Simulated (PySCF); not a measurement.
# O4Ru: the cost of one run

Method: levels as typed in each script, gas phase, geometry from GFN2-xTB; program: PySCF 2.14.0.

### Step 1. The system as given

SMILES `O=[Ru](=O)(=O)=O`, 5 atoms, charge 0, spin multiplicity 1.

Bond lengths: O1–Ru2 1.604 Å, Ru2–O3 1.604 Å, Ru2–O4 1.604 Å, Ru2–O5 1.604 Å. Angles: O1–Ru2–O3 109.5°, O1–Ru2–O4 109.5°, O1–Ru2–O5 109.5°, O3–Ru2–O4 109.5°, O3–Ru2–O5 109.5°, O4–Ru2–O5 109.5°.

Geometry (Å):

```xyz
5
O4Ru
O    -0.1661    0.9261    1.2988
Ru    0.0000   -0.0001    0.0000
O     0.1660    0.9262   -1.2988
O    -1.2990   -0.9259   -0.1661
O     1.2991   -0.9259    0.1660
```

### Step 2. Localised orbitals (BP86/def2-svp)

File input.py:

```python
import numpy as np
from pyscf import gto, scf, dft, lo
from pyscf.data.elements import chemcore

def solve(mol, dm0=None, hcore=None):
    mf = (dft.UKS if mol.spin else dft.RKS)(mol, xc='bp86')
    mf.grids.level = 3
    mf = mf.density_fit(auxbasis='def2-universal-jkfit')
    mf.conv_tol, mf.max_cycle = 1e-8, 80
    if hcore is not None:
        mf.get_hcore = lambda *args: hcore
    mf.kernel(dm0)
    if not mf.converged:
        mf = mf.newton().run(mf.mo_coeff, mf.mo_occ, max_cycle=30)
    assert mf.converged, 'SCF not converged'
    return mf

mol = gto.M(atom='''
O     -0.16610     0.92608     1.29881
Ru     0.00001    -0.00008     0.00003
O      0.16603     0.92617    -1.29883
O     -1.29904    -0.92593    -0.16611
O      1.29907    -0.92587     0.16597
''', basis='def2-svp', ecp={'Ru': 'def2-svp'}, charge=0, spin=0, verbose=4)
mf = solve(mol)
occ_all = mf.mo_coeff[:, mf.mo_occ > 0]
occ = occ_all[:, chemcore(mol):]
pm = lo.PM(mol, occ, pop_method='meta_lowdin')
loc = pm.kernel()
for _ in range(5):
    new, stable = pm.stability_jacobi(return_status=True)
    if stable:
        break
    loc = pm.kernel(new)
fock, s = mf.get_fock(), mf.get_ovlp()
ortho = lo.orth_ao(mol, 'meta_lowdin')
labels = mol.ao_labels(fmt=None)
vir = loc[:, :0]
both = np.hstack([loc, vir])
p = (ortho.T @ s @ both) ** 2
pop = np.array([p[[l[0] == a for l in labels]].sum(0) for a in range(mol.natm)])
spd = np.array([[p[[l[0] == a and l[2][-1] == k for l in labels]].sum(0) for k in 'spd'] for a in range(mol.natm)])
eps = np.einsum('pi,pq,qi->i', both, fock, both)
for i in np.argsort(eps):
    top = np.argsort(-pop[:, i])[:3]
    print('%3d %s %9.4f Eh ' % (i + 1, 'occ' if i < loc.shape[1] else 'vir', eps[i]), '  '.join('%s%d %.3f' % (mol.atom_symbol(a), a + 1, pop[a, i]) for a in top))
np.savez('result.npz', c=both, nocc=loc.shape[1], pop=pop, spd=spd, eps=eps, e=mf.e_tot)
```

The run is started by

```
$ OMP_NUM_THREADS=1 python input.py
```

Q: Estimate wall time and peak memory on 1 thread of Intel Xeon 6975P-C (Granite Rapids), shared host.

About 6.2 s, with a peak of 0.36 GiB.
